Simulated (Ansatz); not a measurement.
# W (bcc type): the cost of one run

Computed with Ansatz 0.2.0 (DFT, r2SCAN, PAW with Ansatz's default frozen-core files, scalar-relativistic, unless a step's input says otherwise).

## 1. The starting structure

It takes space group Im-3m (No. 229, cubic). The conventional cell has a = 3.157 Å, b = 3.157 Å, c = 3.157 Å, α = 90.00°, β = 90.00°, γ = 90.00°. W (site symmetry m-3m) has 8 W at 2.73 Å as nearest neighbours.

As a file:

```cif
data_structure
_symmetry_space_group_name_H-M 'Im-3m'
_symmetry_Int_Tables_number 229
_cell_length_a 3.1568
_cell_length_b 3.1568
_cell_length_c 3.1568
_cell_angle_alpha 90.000
_cell_angle_beta 90.000
_cell_angle_gamma 90.000
_cell_volume 31.46
loop_
_atom_site_label
_atom_site_type_symbol
_atom_site_symmetry_multiplicity
_atom_site_Wyckoff_symbol
_atom_site_fract_x
_atom_site_fract_y
_atom_site_fract_z
_atom_site_occupancy
W1 W 2 a 0.00000 0.00000 0.00000 1
```

The file gives the conventional cell by its symmetry; the runs use the cell typed in the input.

## 2. Bulk cell relaxed, PAW

Contents of input.yaml:

```yaml
crystal:
  lattice:
    - [-1.5784212184, 1.5784212184, 1.5784212184]
    - [1.5784212184, -1.5784212184, 1.5784212184]
    - [1.5784212184, 1.5784212184, -1.5784212184]
  atoms:
    - { symbol: W, position: [0.0, 0.0, 0.0] }
kpoints:
  mp_grid: { grid: [19, 19, 19] }
scf:
  occupations: { method: fermi_dirac, width: 0.05 }
hamiltonian:
  xc: r2scan
  pseudopotentials: { kind: paw }
output:
  forces: true
  stress: true
relax:
  f_tol: 0.005
  max_steps: 40
  cell: {}
```

Command:

```bash
$ ansatz run input.yaml --threads 2 --pin off --max-ram 4096MiB --backend cpu --events-out ev --progress --plain --runs-dir out
```

Q: Estimate wall time and peak memory on 2 threads of Intel Xeon 6975P-C (Granite Rapids), shared host.

About 5.8 s, with a peak of 0.43 GiB.
